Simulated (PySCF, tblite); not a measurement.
# C4H9O3Si radical: geometry, infrared bands and EPR parameters

Aim: predict the infrared bands and EPR parameters of C4H9O3Si radical (`CCOC(=O)CO[SiH2]`).

The runs use tblite 0.8.0 and PySCF 2.14.0, with density-fitted response routines of our own; the level of theory stands in each step. All values are computed, except where a source is named. Atoms count from 0, in the outputs and in this text.

## (1) Starting geometry

17 atoms, charge 0, multiplicity 2; geometry from: force field or distance geometry start.

Bonds of the start (Å): C0–C1 1.52, C1–O2 1.40, O2–C3 1.39, C3–O4 1.27, C3–C5 1.49, C5–O6 1.39, O6–Si7 1.69, C0–H8 1.12, C0–H9 1.09, C0–H10 1.09, C1–H11 1.12, C1–H12 1.13, C5–H13 1.12, C5–H14 1.11, Si7–H15 1.48, Si7–H16 1.49.

## (2) Optimising the geometry with GFN2-xTB

Job settings and geometry (Å):

```
{"job": {"kind": "relax", "xc": "GFN2-xTB", "basis": "xTB"}, "charge": 0, "multiplicity": 2}
C      2.676000     1.106200    -0.100400
C      2.067700    -0.263900     0.127000
O      0.671400    -0.152800     0.234000
C     -0.188100    -1.231500     0.438600
O      0.330200    -2.382400     0.571200
C     -1.660200    -1.002200     0.526700
O     -1.856900     0.358800     0.354600
Si    -3.480400     0.830700     0.425500
H      2.103700     1.826300     0.545800
H      2.528700     1.411900    -1.134600
H      3.711400     1.098600     0.252700
H      2.380300    -0.886600    -0.744500
H      2.530200    -0.741200     1.035100
H     -2.079200    -1.541200    -0.355100
H     -2.047900    -1.377100     1.491700
H     -4.071700     0.707200    -0.920400
H     -3.622000     2.251200     0.840200
```

Command:

```
OMP_NUM_THREADS=1 python probes_run.py task.json out
```

The driver reads the jobs from task.json and runs them one after another.

**Question.** This job is followed by: GFN2-xTB harmonic vibrations, gas phase; UKS B3LYP, pcH-1 on C H O Si, non-relativistic, mean-field spin-orbit, GIAO. What will the session give for the following? strongest single infrared mode (GFN2-xTB); zero-point energy (GFN2-xTB); g(iso) (B3LYP); ⟨S²⟩; largest a(iso) (averaged by class); potential on the surface of density 0.002 e/bohr³, 1st and 99th percentile.

As calculated:

| quantity | value |
| --- | --- |
| strongest single infrared mode (GFN2-xTB) | 1770 cm⁻¹, 462 km/mol |
| zero-point energy (GFN2-xTB) | 78.3 kcal/mol |
| g(iso) (B3LYP) | 2.00272 |
| ⟨S²⟩ | 0.751 (exact 0.75) |
| largest a(iso) (averaged by class) | 29Si on Si7, -510.3 MHz |
| potential on the surface of density 0.002 e/bohr³, 1st and 99th percentile | -1.65 V and 1.23 V |

**Reading.** The optimisation took 61 steps and gained 0.822 eV; among the close pairs (by a distance rule), O2–C3 changed most, from 1.394 to 1.322 Å. The lowest mode is slightly imaginary (9i cm⁻¹), a soft motion within the noise of the Hessian, so the minimum is not strictly shown. The strongest single mode, at 1770 cm⁻¹, moves mainly C3 and O4. Unscaled tight-binding wavenumbers are off by several per cent, some by more. Its intensities can rank the bands wrongly. Si7 carries the largest spin population, 0.84 e. The isotropic g lies 0.4 ppt above the free-electron value. The conformer search (at its own cheap level) found a structure 31.2 kcal/mol lower, too far down for a turn about a bond: it may have other bonds, so these spectra needn't be the molecule's.
